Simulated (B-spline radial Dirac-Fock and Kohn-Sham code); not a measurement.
# Inner shells of Cd¹⁶⁺

What does theory give for cadmium as Cd¹⁶⁺? The session works out its X-ray form factor and Compton profile and the binding energy of each subshell.

The numbers are computed with B-spline radial Dirac-Fock and Kohn-Sham code (version 2): a free atom or ion on a radial basis; each step names its model.

### 1 The atom as given

Cd¹⁶⁺, [Ar] 3d10 4s2 4p2.

```
nuclear charge     : 48
electrons          : 32
mass number        : 114
nuclear rms radius : 4.6087 fm
```

Outer shells as boxes (Hund's rule, for the drawing alone; heavy ions are jj-coupled, and the calculation averages over the configuration):

```
[Ar] core
3d [↑↓][↑↓][↑↓][↑↓][↑↓]
4s [↑↓]
4p [↑ ][↑ ][  ]
```

### 2 X-ray scattering functions

Model: Dirac-Fock average of configuration, finite nucleus; form factor of the spherical density, Waller-Hartree incoherent function, impulse-approximation Compton profiles.

Recorded inputs:

```ini
task = scatter
Z = 48
charge = 16
configuration = 1s2 2s2 2p6 3s2 3p6 3d10 4s2 4p2
mass_number = 114
rms_radius = 4.6087  # fm
s = [0.0, 0.05, 0.1, 0.15, 0.2, 0.25, 0.3, 0.35, 0.4, 0.45, 0.5, 0.6, 0.7, 0.8, 0.9, 1.0, 1.1, 1.2, 1.4, 1.6, 1.8, 2.0, 2.5, 3.0, 3.5, 4.0, 5.0, 6.0]  # 1/A
pz = [0, 0.1, 0.2, 0.3, 0.4, 0.5, 0.6, 0.8, 1.0, 1.2, 1.4, 1.6, 1.8, 2.0, 2.5, 3.0, 4.0, 5.0, 7.0, 10.0, 15.0, 20.0, 30.0, 40.0, 60.0, 100.0]  # a.u.
photon_energy = [1000, 5000, 10000, 30000, 50000, 100000, 200000, 500000]  # eV
```

From the run's result record (rounded, not every field):

```text
{
  "status": "converged",
  "form_factor [e]": [32.0, 31.9, 31.605, 31.126, 30.483, 29.7, 28.804, 27.826, 26.792, 25.728, 24.657, 22.559, 20.591, 18.784, 17.138, 15.635, 14.258, 12.998, 10.816, 9.0836, 7.7796, 6.8373, 5.4759, 4.6794, 3.9835, 3.3301, 2.3007, 1.6945],
  "incoherent": [-5.6445e-12, 0.11104, 0.43519, 0.9471, 1.6095, 2.3792, 3.2134, 4.0749, 4.9352, 5.7754, 6.5856, 8.1076, 9.5157, 10.837, 12.086, 13.265, 14.374, 15.413, 17.298, 18.952, 20.399, 21.654, 24.094, 25.825, 27.109, 28.076, 29.343, 30.065],
  "compton_total [1/a.u.]": [2.6766, 2.674, 2.6661, 2.653, 2.635, 2.6123, 2.5852, 2.5193, 2.4406, 2.353, 2.2603, 2.1662, 2.0738, 1.9854, 1.7911, 1.6357, 1.3919, 1.168, 0.76928, 0.41465, 0.18028, 0.091078, 0.030664, 0.013084, 0.0033124, 0.00041282],
  "shells": ["1s1/2", "2s1/2", "2p1/2", "2p3/2", "3s1/2", "3p1/2", "3p3/2", "3d3/2", "3d5/2", "4s1/2", "4p1/2", "4p3/2"],
  "occupation": [2.0, 2.0, 2.0, 4.0, 2.0, 2.0, 4.0, 4.0, 6.0, 2.0, 0.66667, 1.3333],
  "mean_momentum [a.u.]": [43.652, 15.383, 20.605, 19.684, 7.4411, 8.862, 8.6003, 10.202, 10.101, 3.9548, 4.4389, 4.362],
  "r2 [bohr^2]": 5.4404,
  "r_inverse [1/bohr]": 267.68,
  "r1 [bohr]": 10.314,
  "coherent [b]": [675.71, 568.76, 394.52, 111.91, 52.729, 16.391, 4.7277, 0.82161],
  "incoherent_cross_section [b]": [0.095054, 1.7998, 4.3619, 10.388, 12.592, 13.452, 12.174, 9.08],
  "radial_jk": {
    "4p": {"j0": [1.0, 0.98627, 0.94603, 0.88205, 0.7986, 0.70104, 0.59526, 0.48719, 0.38226, 0.28505, 0.19903, 0.068267, -0.0057268, -0.032348, -0.027452, -0.0070203, 0.01661, 0.035945, 0.051965, 0.04374, 0.026513, 0.011103, -0.0028284, 0.0023507, 0.0080784, 0.0099545, 0.0071533, 0.0033584], "j2": [0.0, 0.0054784, 0.02137, 0.04611, 0.07731, 0.11204, 0.14717, 0.1797, 0.20707, 0.22737, 0.23943, 0.23808, 0.20786, 0.16019, 0.1078, 0.060825, 0.02513, 0.0024333, -0.010428, 0.00027614, 0.01481, 0.023935, 0.021224, 0.0080297, 0.00055056, -0.0010844, 0.0016892, 0.0038805], "r2": 0.74959, "r4": 0.79556, "r6": 1.1028}
  }
}
```

Form factor and incoherent function, every second point:

| s (1/Å) | f (e) | f / N | S(s) |
| --- | --- | --- | --- |
| 0 | 32.00 | 1.000 | 0 |
| 0.100 | 31.60 | 0.988 | 0.4352 |
| 0.200 | 30.48 | 0.953 | 1.609 |
| 0.300 | 28.80 | 0.900 | 3.213 |
| 0.400 | 26.79 | 0.837 | 4.935 |
| 0.500 | 24.66 | 0.771 | 6.586 |
| 0.700 | 20.59 | 0.643 | 9.516 |
| 0.900 | 17.14 | 0.536 | 12.09 |
| 1.10 | 14.26 | 0.446 | 14.37 |
| 1.40 | 10.82 | 0.338 | 17.30 |
| 1.80 | 7.780 | 0.243 | 20.40 |
| 2.50 | 5.476 | 0.171 | 24.09 |
| 3.50 | 3.984 | 0.124 | 27.11 |
| 5.00 | 2.301 | 0.072 | 29.34 |

### 3 Core and valence levels

Model: Dirac-Fock average of configuration, Delta-SCF, finite nucleus, first-order Breit with its frequency dependence, self-energy and vacuum polarisation.

Settings, as recorded:

```ini
task = binding
```

From the run's result record (rounded, not every field):

```text
{
  "status": "converged",
  "shells": ["K", "L1", "L2", "L3", "M1", "M2", "M3", "M4", "M5", "N1", "N2,3"],
  "total_energy_parts [Ha]": [-5496.88592, 4.23697724, -0.426977271, -0.0342122247, 2.89445886, -0.358312829],
  "koopmans [eV]": [27280.2, 4483.83, 4191.19, 3997.51, 1187.89, 1068.87, 1032.53, 826.597, 819.258, 460.566, 415.761],
  "dirac_coulomb [eV]": [27230.2, 4462.59, 4166.82, 3974.14, 1183.62, 1064.14, 1028.11, 821.097, 813.892, 460.201, 415.429],
  "gaunt [eV]": [-60.6272, -5.46208, -9.75928, -7.02399, -0.854664, -1.5658, -1.0592, -0.511622, -0.285763, -0.222605, -0.296669],
  "retardation [eV]": [4.32027, 0.352872, 1.09053, 1.08988, 0.0558039, 0.180895, 0.180729, 0.0460897, 0.0457404, 0.021418, 0.0509651],
  "breit_frequency [eV]": [0.412447, -0.0425868, -0.00121232, 0.181221, -0.00984001, -0.00626025, 0.0312175, -0.00477895, -0.00172186, -0.00240779, 0.00448971],
  "self_energy [eV]": [-32.3279, -3.89698, 0.308841, -0.0579525, -0.77421, 0.0656351, -0.00131404, 0.0798995, 0.0576217, -0.186686, 0.00801158],
  "vacuum_polarisation [eV]": [4.13438, 0.461899, -0.0168811, -0.0280529, 0.0887061, -0.00508703, -0.00750692, -0.00705582, -0.00693266, 0.0213897, -0.00196179],
  "binding [eV]": [27146.1, 4454.01, 4158.44, 3968.3, 1182.12, 1062.81, 1027.26, 820.7, 813.701, 459.832, 415.194],
  "mean_radius [bohr]": [0.0303888, 0.130924, 0.111216, 0.116328, 0.352967, 0.344992, 0.355149, 0.326344, 0.329629, 0.785863, 0.821629]
}
```

total_energy_parts: Dirac-Coulomb, Gaunt, retardation, frequency dependence, self-energy, vacuum polarisation. 

The binding energies by parts, in eV; the parts add up.

| level | -ε | relaxation | Breit | QED | binding |
| --- | --- | --- | --- | --- | --- |
| 1s | 27280.2 | -50.07 | -55.89 | -28.19 | 27146.1 |
| 2s | 4483.8 | -21.24 | -5.15 | -3.44 | 4454.0 |
| 2p1/2 | 4191.2 | -24.37 | -8.67 | 0.29 | 4158.4 |
| 2p3/2 | 3997.5 | -23.37 | -5.75 | -0.09 | 3968.3 |
| 3s | 1187.9 | -4.28 | -0.81 | -0.69 | 1182.1 |
| 3p1/2 | 1068.9 | -4.73 | -1.39 | 0.06 | 1062.8 |
| 3p3/2 | 1032.5 | -4.42 | -0.85 | -0.01 | 1027.3 |
| 3d3/2 | 826.6 | -5.50 | -0.47 | 0.07 | 820.7 |
| 3d5/2 | 819.3 | -5.37 | -0.24 | 0.05 | 813.7 |
| 4s | 460.6 | -0.37 | -0.20 | -0.17 | 459.8 |
| 4p | 415.8 | -0.33 | -0.24 | 0.01 | 415.2 |

Line energies follow by subtraction:

| line | energy (eV) |
| --- | --- |
| Kβ1 (K-M3) | 26118.8 |
| Kβ3 (K-M2) | 26083.3 |
| Kα1 (K-L3) | 23177.8 |
| Kα2 (K-L2) | 22987.6 |
| Lγ5 (L2-N1) | 3698.6 |
| Lβ6 (L3-N1) | 3508.5 |
| Lβ3 (L1-M3) | 3426.7 |
| Lβ4 (L1-M2) | 3391.2 |
| Lβ1 (L2-M4) | 3337.7 |
| Lα1 (L3-M5) | 3154.6 |
| Lα2 (L3-M4) | 3147.6 |
| Lη (L2-M1) | 2976.3 |
| Lℓ (L3-M1) | 2786.2 |

### 4 Summary of results

| quantity | value |
| --- | --- |
| rms radius of the electron cloud | 0.412 bohr |
| form factor halves at | 0.98 1/Å |
| Compton profile at zero | 2.677 1/a.u. |
| deepest level listed, K (1s) | 27146.1 eV |
| least bound, N2,3 (4p) | 415.2 eV |
| Kα1 | 23177.8 eV |
| ionisation energy, NIST (theoretical) | 421.000 eV |

What this shows: The form factor starts at the 32 electrons and halves by s = 0.98 1/Å. Incoherent scattering outweighs coherent from 200 keV on, among the energies asked. For K (1s), relaxation takes off 50.1 eV, Breit terms shift it by -55.89 and QED by -28.19 eV. NIST's ionisation energy differs by +5.81 eV from the least binding energy; the calculation averages open shells over their j components and terms. The Hartree-Fock and Dirac-Fock values hold no electron correlation.
